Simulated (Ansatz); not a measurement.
# BCl₂H₄N (built from SMILES ClBCl.N): search for a transition state, part 2 of 2

Ansatz 0.2.0, Gaussian basis; PBE0-D4.

### Step 6. Checking the order of the point

vib/in.yaml reads:

```yaml
crystal:
  periodic: [false, false, false]
  atoms:
    - {symbol: B, position_ang: [-0.004854, -0.194127, -0.555256]}
    - {symbol: H, position_ang: [0.848757, 0.846369, -0.869976]}
    - {symbol: Cl, position_ang: [0.953313, -1.669797, -0.920784]}
    - {symbol: Cl, position_ang: [-1.476282, 0.138611, -1.531721]}
    - {symbol: H, position_ang: [0.631602, 0.882241, 0.099634]}
    - {symbol: N, position_ang: [-0.157525, 0.107584, 0.944910]}
    - {symbol: H, position_ang: [-1.060395, 0.437964, 1.249845]}
    - {symbol: H, position_ang: [0.265484, -0.548844, 1.583247]}
basis:
  gaussian: {orbitals: def2-TZVP}
hamiltonian: {xc: pbe0, dispersion: d4}
phonons: {temperatures: {t_min: 298.15, t_max: 900, t_step: 200}}
```

The run is started by

```
ansatz run in.yaml --threads 4 --pin off --events-out ev --progress --plain --max-ram 9574MiB
```

Log (excerpt; [...] marks lines left out):

```text
Functional definition: PBE0
  name "PBE0"
  cite "Adamo & Barone, J. Chem. Phys. 110, 6158 (1999) doi:10.1063/1.478522"
  cite "Perdew, Burke & Ernzerhof, Phys. Rev. Lett. 77, 3865 (1996) doi:10.1103/PhysRevLett.77.3865"
  parent pbe
[...]
1036 factors; their error is unknown
[...]
mean field -27268.72841210 eV, -1002.1072857368 hartree, gradient 4.3e-5 eV, S^2 0.000000; 0 other end points of the search recorded, 0 dependent functions left out
[...]
reference -27268.72843927 eV, -1002.1072867352 hartree; 25, 25 occupied and 135, 135 virtual orbitals, 1036 factors
[... from here to the last solve, the lines of the solves are left out (47 solves) ...]
1036 factors; their error is unknown
mean field -27268.72833671 eV, -1002.1072829662 hartree, gradient 2.2e-6 eV, S^2 0.000000; 0 other end points of the search recorded, 0 dependent functions left out
[...]
WARN: phonons: modes at or below zero, which the zero-point energy, F, S and C_V leave out: 1, the lowest at -1398.90 cm⁻¹. A minimum has none, and a first-order saddle one
[...]
Total energy: -27268.87738866 eV, -1002.1127605244 hartree
Atom 0 at    -0.004854    -0.194127    -0.555256 Å, force    -0.000094     0.000088     0.000609 eV/Å
Atom 1 at     0.848757     0.846369    -0.869976 Å, force     0.000030     0.000652     0.001644 eV/Å
Atom 2 at     0.953313    -1.669797    -0.920784 Å, force    -0.000747     0.000168     0.000326 eV/Å
Atom 3 at    -1.476282     0.138611    -1.531721 Å, force     0.000235    -0.000568     0.000559 eV/Å
Atom 4 at     0.631602     0.882241     0.099634 Å, force     0.000886     0.000546    -0.001682 eV/Å
Atom 5 at    -0.157525     0.107584     0.944910 Å, force    -0.000224    -0.000620    -0.001250 eV/Å
Atom 6 at    -1.060395     0.437964     1.249845 Å, force    -0.000257     0.000037    -0.000167 eV/Å
Atom 7 at     0.265484    -0.548844     1.583247 Å, force     0.000170    -0.000301    -0.000040 eV/Å
Dipole moment:     0.065812     0.299339     0.624346 e Å
Vibrations: -1398.90 234.85 237.20 333.85 421.54 605.81 704.42 755.58 828.80 1030.93 1059.87 1153.71 1342.26 1560.20 2021.71 2123.11 3575.33 3689.45 cm⁻¹, zero-point energy 1.343903 eV
```

Run time: 56 s. Hardware: 4 threads of Arm Neoverse V2, shared host.

Wavenumbers and character of the modes:

```
mode  wavenumber (cm⁻¹)                    character
   1              1399i  changes H2–H5, B1–H2, H5–N6
   2                235                         bend
   3                237                         bend
   4                334                      torsion
   5                422            bend with torsion
   6                606    torsion with B–Cl stretch
   7                704    torsion with B–Cl stretch
   8                756                 B–Cl stretch
   9                829            bend with torsion
  10               1031                  B–N stretch
  11               1060                         bend
  12               1154        bend with B–H stretch
  13               1342                         bend
  14               1560                         bend
  15               2022                  B–H stretch
  16               2123        B–H stretch with bend
  17               3575                  N–H stretch
  18               3689                  N–H stretch
```

Vibrational sums (real modes only):

```
T (K)  entropy (J/mol/K)  heat capacity (J/mol/K)
  298               30.1                     45.5
  498               60.3                     72.3
  698               87.7                     89.7
  898              111.8                    101.5
```

### Step 7. Relaxing after a step of 0.30 Å one way along the mode

downa/in.yaml reads:

```yaml
crystal:
  periodic: [false, false, false]
  atoms:
    - {symbol: B, position_ang: [-0.084151, -0.257985, -0.429495]}
    - {symbol: H, position_ang: [0.893254, 0.926779, -0.809436]}
    - {symbol: Cl, position_ang: [0.953310, -1.642525, -0.923824]}
    - {symbol: Cl, position_ang: [-1.450412, 0.146155, -1.528225]}
    - {symbol: H, position_ang: [0.752070, 0.954111, -0.165548]}
    - {symbol: N, position_ang: [-0.221672, 0.029601, 0.969519]}
    - {symbol: H, position_ang: [-1.089471, 0.419667, 1.275402]}
    - {symbol: H, position_ang: [0.247172, -0.575803, 1.611508]}
basis:
  gaussian: {orbitals: def2-TZVP}
hamiltonian: {xc: pbe0, dispersion: d4}
relax: {f_tol: 0.005, max_steps: 200}
```

The run is started by

```
ansatz run in.yaml --threads 4 --pin off --events-out ev --progress --plain --max-ram 9574MiB
```

Log (excerpt; [...] marks lines left out):

```text
Functional definition: PBE0
  name "PBE0"
  cite "Adamo & Barone, J. Chem. Phys. 110, 6158 (1999) doi:10.1063/1.478522"
  cite "Perdew, Burke & Ernzerhof, Phys. Rev. Lett. 77, 3865 (1996) doi:10.1103/PhysRevLett.77.3865"
  parent pbe
[...]
1036 factors; their error is unknown
[...]
mean field -27268.86727973 eV, -1002.1123890279 hartree, gradient 1.8e-5 eV, S^2 0.000000; 0 other end points of the search recorded, 0 dependent functions left out
[...]
reference -27268.86730669 eV, -1002.1123900189 hartree; 25, 25 occupied and 135, 135 virtual orbitals, 1036 factors
relax step   1: F+E_penalty+E_count = -27269.01921773 eV  Δ(F+E_penalty+E_count) = +0.000e0 eV  max|allowed force component| = 5.705e0 eV/Å  Δτ_max = 0.0000 Å  (27 SCF iters, accepted)
[...]
reference -27270.48238777 eV, -1002.1717431536 hartree; 25, 25 occupied and 135, 135 virtual orbitals, 1036 factors
Total energy: -27270.62056333 eV, -1002.1768210118 hartree
Atom 0 at    -0.479431    -0.718461    -0.219490 Å, force    -0.000512    -0.000057     0.001922 eV/Å
Atom 1 at     1.495696     1.564326    -1.322629 Å, force     0.000504     0.001531     0.002454 eV/Å
Atom 2 at     0.782533    -1.810889    -0.781403 Å, force    -0.000284     0.000414     0.000062 eV/Å
Atom 3 at    -1.608505    -0.030583    -1.382990 Å, force     0.000436    -0.000114     0.000238 eV/Å
Atom 4 at     1.640820     1.963852    -0.709101 Å, force    -0.000455    -0.001443    -0.002414 eV/Å
Atom 5 at    -0.583854    -0.404687     1.124098 Å, force     0.000205    -0.000274    -0.001645 eV/Å
Atom 6 at    -1.291389     0.215458     1.477683 Å, force     0.000050    -0.000025    -0.000307 eV/Å
Atom 7 at     0.044230    -0.779017     1.813732 Å, force     0.000057    -0.000034    -0.000310 eV/Å
Dipole moment:    -0.042298     0.133869     0.564271 e Å
```

It took 34 s on 4 threads of Arm Neoverse V2, shared host.

Step by step:

```
step  energy from step 1 (eV)  largest force component (eV/Å)
   1                   0.0000                          5.7053
   2                  -0.6085                          0.8439
   3                  -0.9553                          1.0225
   4                  -1.3018                          0.9608
   5                  -1.4771                          0.5861
   6                  -1.5615                          0.2622
   7                  -1.5866                          0.1536
   8                  -1.5965                          0.0958
   9                  -1.5990                          0.0506
  10                  -1.6003                          0.0301
  11                  -1.6010                          0.0088
  12                  -1.6011                          0.0819
  13                  -1.6012                          0.0172
  14                  -1.6012                          0.0011
  15                  -1.6012                          0.0172
  16                  -1.6013                          0.0194
  17                  -1.6013                          0.0187
  18                  -1.6013                          0.0147
  19                  -1.6013                          0.0089
  20                  -1.6013                          0.0060
  21                  -1.6013                          0.0025
```

Close pairs (by a distance rule), those that changed most:

```
  bond  before (Å)  after (Å)  change (Å)
 H2–H5       0.660      0.746      +0.087
 B1–N6       1.435      1.384      -0.051
B1–Cl3       1.799      1.761      -0.038
B1–Cl4       1.799      1.761      -0.038
 N6–H8       0.999      1.005      +0.006
 N6–H7       0.999      1.005      +0.006
```

### Step 8. Relaxing after a step of 0.30 Å the other way along the mode

downb/in.yaml reads:

```yaml
crystal:
  periodic: [false, false, false]
  atoms:
    - {symbol: B, position_ang: [0.074443, -0.130269, -0.681017]}
    - {symbol: H, position_ang: [0.804260, 0.765958, -0.930516]}
    - {symbol: Cl, position_ang: [0.953317, -1.697069, -0.917745]}
    - {symbol: Cl, position_ang: [-1.502153, 0.131067, -1.535216]}
    - {symbol: H, position_ang: [0.511133, 0.810370, 0.364817]}
    - {symbol: N, position_ang: [-0.093378, 0.185566, 0.920301]}
    - {symbol: H, position_ang: [-1.031318, 0.456260, 1.224289]}
    - {symbol: H, position_ang: [0.283796, -0.521885, 1.554987]}
basis:
  gaussian: {orbitals: def2-TZVP}
hamiltonian: {xc: pbe0, dispersion: d4}
relax: {f_tol: 0.005, max_steps: 200}
```

The run is started by

```
ansatz run in.yaml --threads 4 --pin off --events-out ev --progress --plain --max-ram 9574MiB
```

Log (excerpt; [...] marks lines left out):

```text
Functional definition: PBE0
  name "PBE0"
  cite "Adamo & Barone, J. Chem. Phys. 110, 6158 (1999) doi:10.1063/1.478522"
  cite "Perdew, Burke & Ernzerhof, Phys. Rev. Lett. 77, 3865 (1996) doi:10.1103/PhysRevLett.77.3865"
  parent pbe
[...]
1036 factors; their error is unknown
[...]
mean field -27269.24665665 eV, -1002.1263308725 hartree, gradient 2.6e-5 eV, S^2 0.000000; 0 other end points of the search recorded, 0 dependent functions left out
[...]
reference -27269.24668382 eV, -1002.1263318711 hartree; 25, 25 occupied and 135, 135 virtual orbitals, 1036 factors
relax step   1: F+E_penalty+E_count = -27269.39340923 eV  Δ(F+E_penalty+E_count) = +0.000e0 eV  max|allowed force component| = 2.010e0 eV/Å  Δτ_max = 0.0000 Å  (27 SCF iters, accepted)
[...]
reference -27270.63303206 eV, -1002.1772792291 hartree; 25, 25 occupied and 135, 135 virtual orbitals, 1036 factors
Total energy: -27270.78187339 eV, -1002.1827490472 hartree
Atom 0 at     0.147822    -0.112476    -0.760193 Å, force     0.000356     0.000770     0.000093 eV/Å
Atom 1 at     1.102533     0.491641    -1.159685 Å, force    -0.000347    -0.000643    -0.001004 eV/Å
Atom 2 at     0.388360    -1.932644    -0.817735 Å, force    -0.000494     0.001296     0.000007 eV/Å
Atom 3 at    -1.421491     0.460832    -1.523614 Å, force     0.001038    -0.000818     0.000416 eV/Å
Atom 4 at    -0.171967     1.219435     0.947701 Å, force    -0.000397    -0.000093    -0.000195 eV/Å
Atom 5 at    -0.020880     0.223270     0.810527 Å, force    -0.000362    -0.000251     0.000857 eV/Å
Atom 6 at    -0.827865    -0.279626     1.174705 Å, force     0.000404     0.000199    -0.000184 eV/Å
Atom 7 at     0.803587    -0.070435     1.328194 Å, force    -0.000199    -0.000459     0.000011 eV/Å
Dipole moment:     0.154494     0.470731     1.199980 e Å
```

It took 38 s on 4 threads of Arm Neoverse V2, shared host.

Relaxation path: (the energy doesn't fall at every step)

```
step  energy from step 1 (eV)  largest force component (eV/Å)
   1                   0.0000                          2.0097
   2                  -0.4631                          2.2719
   3                  -0.8417                          1.8136
   4                  -1.0859                          2.0361
   5                  -1.2907                          0.4312
   6                  -1.2952                          0.2098
   7                  -1.2985                          0.0660
   8                  -1.2989                          0.0168
   9                  -1.2989                          0.0049
  10                  -1.2991                          0.0111
  11                  -1.3025                          0.1357
  12                  -1.3187                          0.1189
  13                  -1.3266                          0.0979
  14                  -1.3129                          1.0804
  15                  -1.3441                          0.1476
  16                  -1.3594                          0.3078
  17                  -1.3763                          0.1469
  18                  -1.3715                          0.2916
  19                  -1.3810                          0.0695
  20                  -1.3878                          0.0100
  21                  -1.3884                          0.0035
  22                  -1.3884                          0.0075
  23                  -1.3884                          0.0013
```

Distances of close pairs at the start and the end, largest changes first:

```
  bond  before (Å)  after (Å)  change (Å)
 B1–N6       1.641      1.615      -0.026
B1–Cl3       1.812      1.837      +0.025
B1–Cl4       1.812      1.837      +0.025
 B1–H2       1.182      1.198      +0.016
 H5–N6       1.032      1.017      -0.015
 N6–H8       1.023      1.017      -0.006
 N6–H7       1.022      1.018      -0.004
```

### Step 9. What the saddle joins

```
 pair  start side (Å)  saddle (Å)  end side (Å)
B1–N6           1.615       1.538         1.384
H2–H5           2.568       0.994         0.746
B1–H2           1.198       1.382         3.214
H5–N6           1.017       1.392         3.731
```

### Step 10. Outcome

This closing draws on all 2 parts.

```
                       quantity                                                      value
                 imaginary mode                                                 1399i cm⁻¹
    barrier from the start side                                               183.8 kJ/mol
      barrier from the end side                                               168.2 kJ/mol
             energy of the step                                               +15.6 kJ/mol
              pairs that change  B1–N6 tightened, H2–H5 formed, B1–H2 broken, H5–N6 broken
zero-point energy at the saddle                                                   1.344 eV
```

One imaginary mode, 1399i cm⁻¹, makes this a first-order saddle. It joins the planned start and end. At PBE0-D4/def2-TZVP the electronic barrier is 183.8 kJ/mol, about 74 kT at 298 K, and the step runs 15.6 kJ/mol uphill. The barrier is thin enough for tunnelling; the leading (Wigner) term alone is a factor of 2.9 at 298 K.
